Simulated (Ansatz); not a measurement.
Task: a fixed-spin-moment curve of CrRh, space group P-6m2, with the Python package of Ansatz (0.2.0). Give the script and its output. Settings (first run): r2SCAN, PAW, cutoff 530 eV, 12×12×7 k-points, Fermi-Dirac smearing of 0.1 eV, collinear spin.

Contents of `crrh.extxyz`:
```text
2
Lattice="2.67295754 0.0 0.0 -1.33647877 2.31484913 0.0 0.0 0.0 4.219386" Properties=species:S:1:pos:R:3 pbc="T T T"
Cr    1.33647878    0.77161637    2.10969300
Rh   -0.00000001    1.54323276    0.00000000
```

`fsm.py`:
```python
"""Energy of CrRh against a locked total moment."""

import ansatz as az


def main() -> None:
    cell = az.Crystal.from_extxyz("crrh.extxyz")

    base = (
        cell.calculation()
        .functional("r2scan")
        .basis(530)
        .kpoints(12, 12, 7)
        .occupations("Fermi-Dirac", width=0.1)
        .scf(tolerance=1e-10)
    )
    # a hard lock holds the total moment, with one Fermi level a spin
    rows = []
    for total in [0.0, 0.7, 1.4, 2.2, 2.9, 3.6]:
        report = base.spin("collinear", total=total, lock="hard").run().report
        up, down = report["spin_fermi_energies_ev"]
        rows.append((total, report["free_energy_ev"], up - down, report["absolute_magnetization_mub"]))
    reference = rows[0][1]
    rows = [(m, 1000 * (e - reference), split, size) for m, e, split, size in rows]
    for row in rows:
        print("; ".join(f"{name} = {round(v, 4) if isinstance(v, float) else v}" for name, v in zip(["total muB", "F - F(0) meV", "EF up - down eV", "absolute muB"], row)))
    best = min(rows, key=lambda row: row[1])
    print(f"lowest at {best[0]} muB per cell, {best[1]:.1f} meV against the first point")


if __name__ == "__main__":
    main()
```

Output of `python fsm.py`:
```text
RunWarning: this spin-polarised run has no starting moment large enough to seed its density, and nothing else in its deck makes the two spin channels differ, so an SCF from that start keeps the magnetisation at zero until it first converges, unless a state found ahead of a linear-response series gives it moments [...]
DeckWarning: This run holds its total moment fixed (magnetization.spin_locking.lock_magnetization: hard) and mixes its density by anderson or broyden (scf.mixing.algorithm, typed or taken by auto). Slabs with a fixed moment have converged under broyden above another state at the same moment, at the default mixing [...]
RunWarning: the starting moments were not kept: 1 of 2 ended reversed and 1 kept their direction, counting a site from 0.1 of the cell's largest site moment. The largest reversed, site 1 (counted from 0, in the order of the report's site_moments_mub), started with +0.35 μB and closes at -7.7e-2 μB in its sphere. The [...]
total muB = 0.0; F - F(0) meV = 0.0; EF up - down eV = 0.0; absolute muB = 0.0
total muB = 0.7; F - F(0) meV = 16.0284; EF up - down eV = 0.0861; absolute muB = 0.8644
total muB = 1.4; F - F(0) meV = 43.5107; EF up - down eV = 0.0502; absolute muB = 1.7206
total muB = 2.2; F - F(0) meV = 55.9392; EF up - down eV = 0.0326; absolute muB = 2.5516
total muB = 2.9; F - F(0) meV = 105.5271; EF up - down eV = 0.2886; absolute muB = 3.0774
total muB = 3.6; F - F(0) meV = 264.9242; EF up - down eV = 0.6065; absolute muB = 3.6268
lowest at 0.0 muB per cell, 0.0 meV against the first point
```
(Warnings from the package without file and line, shortened, repeats left out.)

Notes:
- The SCF didn't keep the moments it started from (some shrank, vanished or turned); what is printed is the state reached.
- For a metal this k-point mesh is coarse: on a finer one energies can move by several to tens of meV an atom and pressures by half a GPa or more, differences at one mesh by less.
- r2SCAN tends to overestimate the moments of itinerant magnets.
- The structure comes from a database of computed cells and needn't be a stable or known phase.
- Only points where the Fermi levels of the two spins meet (minima, maxima and zero moment) are free solutions; a shallow minimum can lie between the points.
- Finished in 4.4 min on 1 thread of Arm Neoverse V1 (shared host), peak memory 0.56 GiB.
